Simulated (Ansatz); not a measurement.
## PdRh: equation of state with PBE

The system is PdRh.

```
CELL_PARAMETERS angstrom
1.37921 0.79629 4.49525
-1.37921 0.79629 4.49525
0.00000 -1.59258 4.49525
ATOMIC_POSITIONS crystal
Pd 0.00000 0.00000 0.00000
Rh 0.50000 0.50000 0.50000
```

The cell comes from a database or a generator and needn't be the stable form of this composition.

| Property | Result |
| --- | --- |
| Program | Ansatz 0.2.0 |
| Task | equation of state |
| Functional | PBE |
| Potentials or basis | Ansatz PAW |
| Cutoff | 420 eV |
| Density cutoff | 1680 eV |
| k mesh | 11 × 11 × 11 |
| Occupations | fermi-dirac, width 0.05 eV |
| Spin | no spin polarisation |

- Equilibrium volume: 14.66 Å³/atom
- Bulk modulus at fixed shape and positions: 210 GPa
- Pressure derivative of the bulk modulus: 5.4

Energy against volume, from the lowest point:
```csv
volume (Å³/atom),energy (meV/atom)
13.922,26.50
14.218,8.54
14.515,0.08
14.811,0.00
15.107,7.29
15.403,21.03
15.699,40.46
```

All runs of the series together: 15 s on 2 threads of Arm Neoverse V2, on a shared host.

Caveat: the cell was scaled at fixed shape and fractional positions, which overstates the stiffness of a crystal with free parameters, most of all of layers and chains.
